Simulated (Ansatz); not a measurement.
**H7NOSiSn: up Jacob's ladder to CCSD(T)**

How much do the methods differ for H7NOSiSn? The plan is to run it at one geometry with functionals of several rungs and with coupled cluster, and see how far each lands from CCSD(T) at the basis-set limit for the atomisation energy.

Program: Ansatz 0.2.0, Gaussian basis. Level of theory: functionals in def2-TZVPP, the program's frozen cores in correlated methods. These are calculated values, not measurements.

Levels to be run: PBE-D4, r2SCAN-D4, PBE0-D4, B3LYP-D4, ωB97X-V, ωB97M-V, B2PLYP; CCSD(T)/def2-TZVPP; MP2/def2-QZVPP; extrapolation to the limit.

## 1. Structure used throughout

All runs share one geometry, relaxed beforehand with PBE0-D4 in a triple-zeta def2 set. Sn takes the def2 core potential; no spin-orbit term is included.

11 atoms, charge 0, spin multiplicity 1.

Atoms are counted from 1 here; the program's logs count them from 0.

Bond lengths: N1–Si2 1.704 Å, N1–H5 1.007 Å, N1–H6 1.007 Å, Si2–O3 1.655 Å, Si2–Sn4 2.572 Å, Si2–H7 1.489 Å, O3–H8 0.959 Å, Sn4–H9 1.709 Å, Sn4–H10 1.714 Å, Sn4–H11 1.712 Å. Angles: Si2–N1–H5 120.5°, Si2–N1–H6 121.2°, H5–N1–H6 111.5°, N1–Si2–O3 111.5°, N1–Si2–Sn4 108.0°, N1–Si2–H7 106.3°, O3–Si2–Sn4 109.8°, O3–Si2–H7 109.6°, Sn4–Si2–H7 111.5°, Si2–O3–H8 117.8°, Si2–Sn4–H9 112.4°, Si2–Sn4–H10 111.6°, Si2–Sn4–H11 111.0°, H9–Sn4–H10 107.2°, H9–Sn4–H11 107.4°, H10–Sn4–H11 106.9°.

## 2. PBE-D4 (GGA)

Input file in.yaml:

```yaml
crystal:
  periodic: [false, false, false]
  atoms:
    - {symbol: N, position_ang: [-1.266422, 1.275601, -0.644654]}
    - {symbol: Si, position_ang: [0.299626, 0.753587, -0.223460]}
    - {symbol: O, position_ang: [1.241448, 0.519635, -1.563769]}
    - {symbol: Sn, position_ang: [0.079591, -1.450100, 1.084032]}
    - {symbol: H, position_ang: [-1.435776, 2.237019, -0.893563]}
    - {symbol: H, position_ang: [-1.918010, 0.657267, -1.099231]}
    - {symbol: H, position_ang: [0.886310, 1.832328, 0.618290]}
    - {symbol: H, position_ang: [2.101358, 0.113720, -1.441059]}
    - {symbol: H, position_ang: [-0.300001, -1.196696, 2.730787]}
    - {symbol: H, position_ang: [1.529261, -2.362850, 1.033320]}
    - {symbol: H, position_ang: [-1.151986, -2.436510, 0.419908]}
basis:
  gaussian: {orbitals: def2-TZVPP}
hamiltonian: {xc: pbe, dispersion: d4}
output: {forces: true, orbitals: {seedname: orbitals}}
```

The run is started by

```bash
$ ansatz run in.yaml --threads 4 --pin off --events-out ev --progress --plain --max-ram 10444MiB
```

The runs that follow: r2SCAN-D4 (meta-GGA); PBE0-D4 (hybrid); B3LYP-D4 (hybrid); ωB97X-V (range-separated); ωB97M-V (range-separated); B2PLYP (double hybrid); CCSD(T) in def2-TZVPP; MP2 in def2-QZVPP.

Before running them: what should the planned runs give, taken together? Wanted: atomisation energy, CCSD(T)/CBS; farthest; mean size of error, hybrid; mean size of error, range-separated; gap, smallest and largest; T1 diagnostic; triples share of the correlation energy.

As calculated:

```
                               quantity                                 value
        atomisation energy, CCSD(T)/CBS                         3423.5 kJ/mol
 functionals within 34.2 kJ/mol (1.0 %)    PBE-D4, B3LYP-D4, ωB97X-V, ωB97M-V
                               farthest                 B2PLYP (-78.0 kJ/mol)
             mean size of error, hybrid                           51.5 kJ/mol
    mean size of error, range-separated                            9.9 kJ/mol
              gap, smallest and largest  5.33 eV (PBE-D4), 11.36 eV (ωB97X-V)
                          T1 diagnostic                                0.0129
triples share of the correlation energy                                 3.2 %
```

PBE-D4 misses by -20.1 kJ/mol. Double hybrids carry the basis error of their MP2 part in triple zeta, and no dispersion term here, so their miss is partly the set-up's. The reference freezes the cores and leaves out spin-orbit coupling and excitations past (T), and its outer-core shells are covered unevenly, so misses under about 34.2 kJ/mol can't be ranked. All levels share the lack of spin-orbit coupling, which lowers the free heavy atoms and so the true binding. Hartree-Fock recovers 69 % of the binding; the rest is correlation. Orbital gaps span 5.3 to 11.4 eV; exact exchange widens them. Correlated methods include outer-core shells of Sn, which these sets cover unevenly.
